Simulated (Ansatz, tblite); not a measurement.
# The cluster Sn4O8+: a ladder of methods and basis sets

The task here is to estimate one member of a computed series from the others.

Method: as each input shows; program: Ansatz 0.2.0, Gaussian basis.

The runs, in order: GFN1-xTB, GFN2-xTB, PBE-D4/def2-SVP, r2SCAN-D4/def2-SVP, revPBE-D4/def2-SVP, r2SCAN0-D4/def2-SVP, MP2/def2-SVP, RPA/def2-SVP.

10 further runs of the same task are left out: 4 that didn't finish, 6 set aside as unsound or not needed. Runs told in other sessions of the task aren't counted.

## The structure

The doublet was relaxed beforehand with PBE-D4/def2-SVP. At that level it is the lowest of the isomers that a small search found.

12 atoms, charge 1, spin multiplicity 2.

Bond lengths: Sn1–O5 2.157 Å, Sn1–O8 2.311 Å, Sn1–O12 2.169 Å, Sn2–O5 2.162 Å, Sn2–O6 2.314 Å, Sn2–O7 2.264 Å, Sn3–O6 2.299 Å, Sn3–O10 2.317 Å, Sn3–O12 2.118 Å, Sn4–O5 2.176 Å, Sn4–O7 2.433 Å, Sn4–O12 2.263 Å, O6–O11 1.554 Å, O7–O9 1.435 Å, O8–O10 1.316 Å, O9–O11 1.361 Å. Angles: O5–Sn1–O8 86.4°, O5–Sn1–O12 76.6°, O8–Sn1–O12 86.7°, O5–Sn2–O6 94.4°, O5–Sn2–O7 75.8°, O6–Sn2–O7 74.0°, O6–Sn3–O10 77.4°, O6–Sn3–O12 83.6°, O10–Sn3–O12 88.9°, O5–Sn4–O7 72.1°, O5–Sn4–O12 74.3°, O7–Sn4–O12 113.4°, Sn1–O5–Sn2 116.9°, Sn1–O5–Sn4 99.2°, Sn2–O5–Sn4 104.9°, Sn2–O6–Sn3 127.1°, Sn2–O6–O11 106.0°, Sn3–O6–O11 97.2° and more.

Sn takes a core potential in the def2 sets. No spin-orbit coupling is included. The ion is computed in the gas phase, without counter-ions or solvent.

PBE0-D4/def2-SVP was run before; its log isn't repeated, and its numbers join the tables.

Set-up of the first run:

Tight binding, by tblite at 300 K electronic temperature and without a spin-polarisation term:

```python
tblite.interface.Calculator('GFN1-xTB', numbers, positions, charge=1, uhf=1).singlepoint()
```

Tight binding, by tblite at 300 K electronic temperature and without a spin-polarisation term:

```python
tblite.interface.Calculator('GFN2-xTB', numbers, positions, charge=1, uhf=1).singlepoint()
```

start.molden holds the orbitals of an earlier run on this state, given as this run's starting guess.

Contents of in.yaml:

```yaml
crystal:
  periodic: [false, false, false]
  atoms:
    - {symbol: Sn, position_ang: [0.873507, -2.548530, -0.082366]}
    - {symbol: Sn, position_ang: [-0.154809, 0.461912, -1.935171]}
    - {symbol: Sn, position_ang: [1.426583, 0.528554, 1.879136]}
    - {symbol: Sn, position_ang: [-1.900984, -0.933297, 0.678894]}
    - {symbol: O, position_ang: [-0.696776, -1.439351, -1.061079]}
    - {symbol: O, position_ang: [0.314822, 1.463466, 0.097360]}
    - {symbol: O, position_ang: [-2.157383, 0.851923, -0.954730]}
    - {symbol: O, position_ang: [2.301701, -0.879905, -0.801656]}
    - {symbol: O, position_ang: [-1.949444, 2.024726, -0.154677]}
    - {symbol: O, position_ang: [2.781277, -0.035434, 0.085951]}
    - {symbol: O, position_ang: [-1.055419, 1.660670, 0.804060]}
    - {symbol: O, position_ang: [0.216934, -1.154743, 1.444298]}
basis:
  gaussian: {orbitals: def2-SVP, initial_orbitals: start.molden}
total_charge: 1
magnetization: {spin_polarized: true, initial_magnetization: 1}
hamiltonian: {xc: pbe, dispersion: d4}
scf: {omitted_lower_state_checks: [starts]}
output: {orbitals: {seedname: orbitals}}
```

Started as:

```bash
ansatz run in.yaml --threads 4 --pin off --events-out ev --progress --plain --max-ram 6963MiB
```

Steps of the session up to this table: PBE-D4/def2-SVP; r2SCAN-D4/def2-SVP; revPBE-D4/def2-SVP; r2SCAN0-D4/def2-SVP; MP2/def2-SVP; RPA/def2-SVP.

One table of the session follows, with a row left open; its other results are not shown here.

It belongs to the step «Levels side by side». 

```
              level  HOMO (eV)  LUMO (eV)  gap (eV)
    PBE-D4/def2-SVP      -9.52      -8.94      0.58
 revPBE-D4/def2-SVP          ?          ?         ?
 r2SCAN-D4/def2-SVP      -9.87      -8.77      1.10
   PBE0-D4/def2-SVP     -10.95      -7.64      3.32
r2SCAN0-D4/def2-SVP     -11.21      -7.49      3.72
```

Estimate the missing values for revPBE-D4/def2-SVP.

**Answer.** HOMO (eV): -9.44; LUMO (eV): -8.82; gap (eV): 0.62. In the column «HOMO (eV)» it is the highest.
